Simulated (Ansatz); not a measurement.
# CH₈FGeNOSi: a ladder of functionals and wavefunction methods

How much do the methods differ for CH₈FGeNOSi? The plan is to run it at one geometry with functionals of several rungs and with coupled cluster. The yardstick is the atomisation energy at the CCSD(T) limit.

Method: functionals in def2-TZVPP, the program's frozen cores in correlated methods; program: Ansatz 0.2.0, Gaussian basis.

The runs, in order: PBE-D4, r2SCAN-D4, PBE0-D4, B3LYP-D4, ωB97X-V, ωB97M-V, B2PLYP; CCSD(T)/def2-TZVPP; MP2/def2-QZVPP; extrapolation to the limit.

## Step 1: Structure used throughout

An earlier PBE0-D4 in a triple-zeta def2 set relaxation fixed the geometry.

SMILES `C[N]([GeH3])[SiH](O)F`, 14 atoms, charge 0, spin multiplicity 1.

Atoms are counted from 1 here; the program's logs count them from 0.

Bond lengths: C1–N2 1.457 Å, C1–H7 1.096 Å, C1–H8 1.094 Å, C1–H9 1.096 Å, N2–Ge3 1.851 Å, N2–Si4 1.689 Å, Ge3–H10 1.530 Å, Ge3–H11 1.540 Å, Ge3–H12 1.541 Å, Si4–O5 1.634 Å, Si4–F6 1.605 Å, Si4–H13 1.478 Å, O5–H14 0.958 Å. Angles: N2–C1–H7 112.1°, N2–C1–H8 110.7°, N2–C1–H9 111.4°, H7–C1–H8 107.5°, H7–C1–H9 107.9°, H8–C1–H9 107.1°, C1–N2–Ge3 115.3°, C1–N2–Si4 120.6°, Ge3–N2–Si4 124.0°, N2–Ge3–H10 108.9°, N2–Ge3–H11 108.7°, N2–Ge3–H12 107.4°, H10–Ge3–H11 111.6°, H10–Ge3–H12 111.2°, H11–Ge3–H12 108.9°, N2–Si4–O5 108.0°, N2–Si4–F6 114.3°, N2–Si4–H13 109.4° and more.

## Step 2: PBE-D4 (GGA)

The input, in.yaml:

```yaml
crystal:
  periodic: [false, false, false]
  atoms:
    - {symbol: C, position_ang: [1.182338, -1.260389, -0.294681]}
    - {symbol: N, position_ang: [0.173246, -0.229470, -0.092120]}
    - {symbol: Ge, position_ang: [-1.410843, -0.481245, -1.015926]}
    - {symbol: Si, position_ang: [0.436352, 1.027830, 1.004276]}
    - {symbol: O, position_ang: [-0.358975, 2.347386, 0.459252]}
    - {symbol: F, position_ang: [-0.129867, 0.747856, 2.479421]}
    - {symbol: H, position_ang: [0.861762, -2.233581, 0.094029]}
    - {symbol: H, position_ang: [2.113610, -0.994078, 0.213587]}
    - {symbol: H, position_ang: [1.420125, -1.383594, -1.357353]}
    - {symbol: H, position_ang: [-2.450564, 0.514221, -0.497994]}
    - {symbol: H, position_ang: [-1.141360, -0.287273, -2.519244]}
    - {symbol: H, position_ang: [-1.859509, -1.934789, -0.771629]}
    - {symbol: H, position_ang: [1.889959, 1.228374, 1.180755]}
    - {symbol: H, position_ang: [-0.726283, 2.938763, 1.117637]}
basis:
  gaussian: {orbitals: def2-TZVPP}
hamiltonian: {xc: pbe, dispersion: d4}
output: {forces: true, orbitals: {seedname: orbitals}}
```

Started as:

```
ansatz run in.yaml --threads 2 --pin off --events-out ev --progress --plain --max-ram 32768MiB --backend cuda --devices 0, --max-vram 18GiB
```

Further steps of the session: r2SCAN-D4 (meta-GGA); PBE0-D4 (hybrid); B3LYP-D4 (hybrid); ωB97X-V (range-separated); ωB97M-V (range-separated); B2PLYP (double hybrid); CCSD(T) in def2-TZVPP; MP2 in def2-QZVPP.

Before running them: what should the planned runs give, taken together? Wanted: atomisation energy, CCSD(T)/CBS; farthest; mean size of error, hybrid; mean size of error, range-separated; gap, smallest and largest; T1 diagnostic; triples share of the correlation energy.

The runs gave:

| quantity | value |
| --- | --- |
| atomisation energy, CCSD(T)/CBS | 1202.7 kcal/mol |
| functionals within 12.0 kcal/mol (1.0 %) | PBE-D4, r2SCAN-D4, B3LYP-D4, ωB97X-V, ωB97M-V |
| farthest | B2PLYP (-20.1 kcal/mol) |
| mean size of error, hybrid | 13.4 kcal/mol |
| mean size of error, range-separated | 2.5 kcal/mol |
| gap, smallest and largest | 5.56 eV (PBE-D4), 12.13 eV (ωB97X-V) |
| T1 diagnostic | 0.0115 |
| triples share of the correlation energy | 3.4 % |

**Reading.** PBE-D4 misses by +1.8 kcal/mol. Double hybrids carry the basis error of their MP2 part in triple zeta, and no dispersion term here, so their miss is partly the set-up's. The reference freezes the cores and leaves out relativity and excitations past (T), and its outer-core shells are covered unevenly, so misses under about 12.0 kcal/mol can't be ranked. Hartree-Fock recovers 72 % of the binding; the rest is correlation. Orbital gaps span 5.6 to 12.1 eV; exact exchange widens them. Correlated methods include outer-core shells of Ge, which these sets cover unevenly.
